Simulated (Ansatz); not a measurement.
# Br: the cost of one run

Method: DFT PBE+D3(BJ), scalar-relativistic, plane waves, PAW, in Ansatz 0.2.0.

2 further runs of the same task are left out: 1 that didn't finish, 1 set aside as unsound or not needed.

### Step 1. The system as given

Symmetry: Cmce, No. 64, orthorhombic system. Conventional cell: a = 6.994 Å, b = 4.147 Å, c = 8.575 Å, α = 90.00°, β = 90.00°, γ = 90.00°. Br (site symmetry m) is surrounded by 1 Br at 2.40 Å.

As a file:

```cif
data_structure
_symmetry_space_group_name_H-M 'Cmce'
_symmetry_Int_Tables_number 64
_cell_length_a 6.9937
_cell_length_b 4.1473
_cell_length_c 8.5752
_cell_angle_alpha 90.000
_cell_angle_beta 90.000
_cell_angle_gamma 90.000
_cell_volume 248.72
loop_
_atom_site_label
_atom_site_type_symbol
_atom_site_symmetry_multiplicity
_atom_site_Wyckoff_symbol
_atom_site_fract_x
_atom_site_fract_y
_atom_site_fract_z
_atom_site_occupancy
Br1 Br 8 f 0.50000 0.65122 0.11909 1
```

This cell was relaxed beforehand with the same method: volume 31.09 Å³/atom, gap on the mesh 1.32 eV.

### Step 2. The cell scaled to 0.97 of its volume

input.yaml

```yaml
crystal:
  lattice:
    - [3.4615023764, -2.0526808149, 0.0]
    - [3.4615023764, 2.0526808149, 0.0]
    - [0.0, 0.0, 8.4886129107]
  atoms:
    - { symbol: Br, position: [0.8487824555, 0.1512175445, 0.1190908492] }
    - { symbol: Br, position: [0.6512175445, 0.3487824555, 0.6190908492] }
    - { symbol: Br, position: [0.1512175445, 0.8487824555, 0.8809091508] }
    - { symbol: Br, position: [0.3487824555, 0.6512175445, 0.3809091508] }
basis:
  ecutwfc: 420
kpoints:
  mp_grid: { grid: [8, 8, 4] }
hamiltonian:
  xc: pbe
  dispersion: d3bj
scf:
  occupations: { method: gaussian, width: 0.02 }
output:
  forces: true
  stress: true
  eigenvalues: true
  write_density: true
  write_potential: true
  elf: true
  volumetric_format: npy
relax:
  adjacent_minimum: "off"
  f_tol: 0.01
  max_steps: 30
  cell: { stress_tol: 0.1, fix: [volume] }
```

Started as:

```bash
ansatz run input.yaml --threads 1 --pin off --max-ram 2560MiB --backend cpu --events-out ev --progress --plain --runs-dir out
```

What time and memory should one allow on 1 thread of Arm Neoverse V2, shared host?

About 42 s, with a peak of 0.41 GiB.
